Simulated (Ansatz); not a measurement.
**C₂H₆ClIn: how energies converge with the basis set**

An exercise on one series of results from a longer session: the logs are not shown, and one member is left open.

The runs use Ansatz 0.2.0, Gaussian basis; one geometry, several basis sets.

Levels to be run: PBE0-D4/def2-SVP; ωB97M-V/def2-SVP; PBE0-D4/def2-QZVPP; ωB97M-V/def2-QZVPP; the functionals' def2-TZVPP values are taken from earlier runs.

## The geometry

All runs share one geometry, relaxed beforehand with PBE0-D4 in a triple-zeta def2 set. In takes the def2 core potential; no spin-orbit term is included.

SMILES `C[CH2][InH][Cl]`, 10 atoms, charge 0, spin multiplicity 1.

Atoms are counted from 1 here; the program's logs count them from 0.

Bond lengths: C1–C2 1.521 Å, C1–H5 1.095 Å, C1–H6 1.092 Å, C1–H7 1.092 Å, C2–In3 2.148 Å, C2–H8 1.094 Å, C2–H9 1.094 Å, In3–Cl4 2.362 Å, In3–H10 1.711 Å. Angles: C2–C1–H5 111.0°, C2–C1–H6 111.9°, C2–C1–H7 111.9°, H5–C1–H6 107.6°, H5–C1–H7 107.6°, H6–C1–H7 106.6°, C1–C2–In3 113.9°, C1–C2–H8 111.6°, C1–C2–H9 111.5°, In3–C2–H8 106.7°, In3–C2–H9 106.7°, H8–C2–H9 106.0°, C2–In3–Cl4 110.6°, C2–In3–H10 138.4°, Cl4–In3–H10 111.1°.

Set-up of the first run:

Input file in.yaml:

```yaml
crystal:
  periodic: [false, false, false]
  atoms:
    - {symbol: C, position_ang: [-1.293291, 0.195156, 0.253025]}
    - {symbol: C, position_ang: [0.081639, -0.141550, 0.808331]}
    - {symbol: In, position_ang: [1.632154, -0.187944, -0.677468]}
    - {symbol: Cl, position_ang: [0.748419, 0.293399, -2.814020]}
    - {symbol: H, position_ang: [-2.045252, 0.204118, 1.048410]}
    - {symbol: H, position_ang: [-1.309212, 1.175163, -0.227954]}
    - {symbol: H, position_ang: [-1.616124, -0.526929, -0.499515]}
    - {symbol: H, position_ang: [0.396202, 0.580066, 1.568255]}
    - {symbol: H, position_ang: [0.088300, -1.119357, 1.299138]}
    - {symbol: H, position_ang: [3.317155, -0.472121, -0.758202]}
basis:
  gaussian: {orbitals: def2-SVP}
hamiltonian: {xc: pbe0, dispersion: d4}
output: {orbitals: {seedname: orbitals}}
```

The run is started by

```console
$ ansatz run in.yaml --threads 4 --pin off --events-out ev --progress --plain --max-ram 10444MiB
```

Among the steps run: PBE0-D4 in def2-SVP; ωB97M-V in def2-SVP; PBE0-D4 in def2-QZVPP; ωB97M-V in def2-QZVPP.

One table of the session follows, with a row left open; its other results are not shown here.

It belongs to the step «Density functionals: the series». 

| functional | basis | HOMO (eV) | LUMO (eV) |
| --- | --- | --- | --- |
| PBE0-D4 | def2-SVP | ? | ? |
| PBE0-D4 | def2-TZVPP | -7.61 | -1.56 |
| PBE0-D4 | def2-QZVPP | -7.63 | -1.58 |
| ωB97M-V | def2-SVP | -9.62 | 0.12 |
| ωB97M-V | def2-TZVPP | -9.75 | -0.10 |
| ωB97M-V | def2-QZVPP | -9.77 | -0.16 |

Estimate the missing values for PBE0-D4, def2-SVP.

**Answer.** HOMO (eV): -7.51; LUMO (eV): -1.46. In the column «HOMO (eV)» it is the highest.
